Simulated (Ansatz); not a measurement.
Input of an Ansatz 0.2.0 run:

Contents of input.yaml:

```yaml
crystal:
  lattice:
    - [-2.006507, 2.006507, 4.20817]
    - [2.006507, -2.006507, 4.20817]
    - [2.006507, 2.006507, -4.20817]
  atoms:
    - { symbol: Ta, position: [0.5, 0.5, 0.0] }
    - { symbol: Ta, position: [0.25, 0.75, 0.5] }
    - { symbol: Ta, position: [0.75, 0.25, 0.5] }
    - { symbol: Cu, position: [0.0, 0.0, 0.0] }
hamiltonian:
  xc: revpbe
  pseudopotentials: { kind: paw }
kpoints:
  mp_grid: { grid: [7, 7, 7] }
scf:
  occupations: { method: fermi_dirac, width: 0.05 }
output:
  forces: true
  stress: true
  eigenvalues: true
relax:
  f_tol: 0.01
  max_steps: 40
  cell: { stress_tol: 0.05 }
```

Potentials or basis: Ansatz PAW.

The run is started by

```bash
$ ansatz run input.yaml --threads 2 --pin off --max-ram 5632MiB --backend cpu --events-out ev --progress --plain --runs-dir out
```

**Question.** Estimate the band gap on the k mesh.

**Answer.** None (metal or under the smearing width).

**Question.** Predict the relaxed volume.

**Answer.** 17.22 Å³/atom.

Final structure:
```
CELL_PARAMETERS angstrom
-2.01941 2.01941 4.22239
2.01941 -2.01941 4.22239
2.01941 2.01941 -4.22239
ATOMIC_POSITIONS crystal
Ta 0.50000 0.50000 0.00000
Ta 0.25000 0.75000 0.50000
Ta 0.75000 0.25000 0.50000
Cu 0.00000 0.00000 0.00000
```

Caveat: the PAW data sets come from PBE, with cores solved anew for the run's functional, which leaves a small shift of forces and pressure. The run has no spin-orbit coupling, so splittings on Ta are missing.
